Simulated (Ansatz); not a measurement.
# CH4OSiZn: geometry optimisation

The task: find the minimum of CH4OSiZn nearest to the start.

The runs use Ansatz 0.2.0; RKS PBE0-D4/def2-TZVP.

### 1 The starting structure

SMILES `[CH2]1[SiH2][O][Zn]1`, 8 atoms, charge 0, spin multiplicity 1.

Atoms are counted from 1 here; the program's logs count them from 0.

Bond lengths: C1–Si2 1.939 Å, C1–Zn4 2.016 Å, C1–H5 1.108 Å, C1–H6 1.108 Å, Si2–O3 1.685 Å, Si2–Zn4 2.502 Å, Si2–H7 1.509 Å, Si2–H8 1.509 Å, O3–Zn4 1.909 Å. Angles: Si2–C1–Zn4 78.4°, Si2–C1–H5 118.0°, Si2–C1–H6 118.0°, Zn4–C1–H5 114.6°, Zn4–C1–H6 114.6°, H5–C1–H6 110.1°, C1–Si2–O3 101.8°, C1–Si2–Zn4 52.2°, C1–Si2–H7 109.2°, C1–Si2–H8 109.2°, O3–Si2–Zn4 49.7°, O3–Si2–H7 113.2°, O3–Si2–H8 113.2°, Zn4–Si2–H7 125.0°, Zn4–Si2–H8 125.0°, H7–Si2–H8 109.9°, Si2–O3–Zn4 88.0°, C1–Zn4–Si2 49.4° and more.

Coordinates:

```mol
CH4OSiZn
  3D, bonds by distance, orders not assigned

  8  9  0  0  0  0  0  0  0  0999 V2000
   -0.6439    0.8178   -0.2623 C   0  0
    0.5046   -0.5343    0.5211 Si  0  0
    0.8679   -1.4954   -0.8143 O   0  0
   -0.2141   -0.3265   -1.8660 Zn  0  0
   -0.2605    1.8561   -0.3204 H   0  0
   -1.7138    0.8225    0.0270 H   0  0
    1.7178    0.1319    1.1212 H   0  0
   -0.2580   -1.2719    1.5936 H   0  0
  1  2  8  0
  1  4  8  0
  1  5  8  0
  1  6  8  0
  2  3  8  0
  2  4  8  0
  2  7  8  0
  2  8  8  0
  3  4  8  0
M  END
```

### 2 Relaxation

The input, input.yaml:

```yaml
crystal:
  periodic: [false, false, false]
  atoms:
    - { symbol: C, position_ang: [-0.643888, 0.817773, -0.262342] }
    - { symbol: Si, position_ang: [0.504604, -0.534311, 0.521136] }
    - { symbol: O, position_ang: [0.86789, -1.495421, -0.814267] }
    - { symbol: Zn, position_ang: [-0.214138, -0.32652, -1.866032] }
    - { symbol: H, position_ang: [-0.260539, 1.856058, -0.320366] }
    - { symbol: H, position_ang: [-1.713781, 0.822498, 0.026998] }
    - { symbol: H, position_ang: [1.717821, 0.131859, 1.121243] }
    - { symbol: H, position_ang: [-0.257967, -1.271915, 1.59363] }
basis:
  gaussian: { orbitals: def2-TZVP }
hamiltonian:
  xc: pbe0
  dispersion: d4
output:
  forces: true
relax:
  f_tol: 0.003
  max_steps: 120
```

Run with:

```console
ansatz run input.yaml --threads 1 --pin off --max-ram 2560MiB --backend cpu --events-out ev --progress --plain --runs-dir out
```

Before running it: what results should come out? Wanted: energy gained; root mean square move; dipole moment.

The runs gave:

```
             quantity      value
        energy gained  0.0522 eV
root mean square move    0.025 Å
        dipole moment     3.80 D
```

**Reading.** Bond lengths: C1–Si2 1.916 Å, C1–Zn4 2.007 Å, C1–H5 1.090 Å, C1–H6 1.090 Å, Si2–O3 1.644 Å, Si2–Zn4 2.487 Å, Si2–H7 1.491 Å, Si2–H8 1.491 Å, O3–Zn4 1.890 Å. Angles: Si2–C1–Zn4 78.7°, Si2–C1–H5 118.0°, Si2–C1–H6 118.0°, Zn4–C1–H5 114.3°, Zn4–C1–H6 114.3°, H5–C1–H6 110.4°, C1–Si2–O3 101.7°, C1–Si2–Zn4 52.3°, C1–Si2–H7 109.8°, C1–Si2–H8 109.8°, O3–Si2–Zn4 49.4°, O3–Si2–H7 113.0°, O3–Si2–H8 113.0°, Zn4–Si2–H7 125.3°, Zn4–Si2–H8 125.3°, H7–Si2–H8 109.3°, Si2–O3–Zn4 89.2°, C1–Zn4–Si2 49.1° and more. No frequencies were computed here.
